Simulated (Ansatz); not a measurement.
This script drives the Ansatz DFT code, driven from Python.

The script, `methods.py`:
```python
"""AlH6NO3 at several levels of theory."""

from dataclasses import dataclass
from pathlib import Path

import ansatz as az
import numpy as np


@dataclass(frozen=True)
class RunConfig:
    basis_set: str = "def2-SVP"


settings = RunConfig()

geometry_ang = [
    ("N", (-1.2354, 0.4848, 0.5138)),
    ("Al", (0.4367, -0.1643, 0.0548)),
    ("O", (1.4161, -0.3157, 1.5665)),
    ("O", (1.3469, 0.9914, -1.1181)),
    ("O", (0.2563, -1.818, -0.7438)),
    ("H", (-1.1856, 1.4848, 0.9464)),
    ("H", (-1.7368, -0.1135, 1.1722)),
    ("H", (-1.8254, 0.6383, -0.3683)),
    ("H", (2.3208, -0.6603, 1.3103)),
    ("H", (0.6394, 1.0714, -1.845)),
    ("H", (-0.3676, -1.6558, -1.4682)),
]
alh6no3 = az.Crystal.molecule()
for symbol, xyz in geometry_ang:
    alh6no3 = alh6no3.atom(symbol, xyz)

calculation = alh6no3.calculation().basis(gaussian=settings.basis_set)

print("functional    E (Ha)        dipole (D)   HOMO (eV)  LUMO (eV)")
for name in ["r2scan", "pbe0", "r2scan0", "hf", "pbe"]:
    report = calculation.functional(name).forces().orbitals().run(threads=1, pin="off", runs_dir="runs").report
    lines = Path(report["orbitals_path"]).read_text().splitlines()
    field_of = lambda key: [line.split("=")[1].strip() for line in lines if line.startswith(key)]
    orbitals = [(27.211386 * float(e), s, float(n)) for e, s, n in zip(field_of("Ene="), field_of("Spin="), field_of("Occup="))]
    homo = max(e for e, _, n in orbitals if n > 0.5)
    lumo = min(e for e, _, n in orbitals if n < 0.5)
    dipole = 4.803205 * np.linalg.norm(report["charge_distribution"]["dipole_moment_e_ang"])
    print(f"{name:10s} {report['free_energy_ev'] / 27.211386246:14.6f} {dipole:9.3f} {homo:11.3f} {lumo:10.3f}")
```

It is started by `python methods.py`. Estimate its wall time and peak memory on 1 thread of Arm Neoverse V1, with other jobs on the host.

It took about 24 s, with a peak of 0.29 GiB, for 5 runs of the engine.

```console
$ python methods.py
functional    E (Ha)        dipole (D)   HOMO (eV)  LUMO (eV)
r2scan        -526.150257     8.794      -5.438     -1.140
pbe0          -525.896131     8.870      -6.805     -0.902
r2scan0       -526.101287     9.036      -7.121     -0.483
hf            -524.293358     9.527     -11.458      2.006
pbe           -525.870138     8.477      -5.004     -1.751
```

Caveats:
- Total energies depend on the basis set; only differences at equal settings carry meaning.
- The geometry is a force-field or estimated start, not a minimum of this method, and the basis set is short of its limit. A lower total doesn't mark the better method: functionals have no common bound, and MP2 and coupled cluster aren't variational.
- Levels such as HOMO and LUMO are orbital energies: with these approximate functionals they aren't the ionisation energy and electron affinity, and their gap isn't the fundamental gap.

(Lines on the test bed's own set-up are left out of the output.)
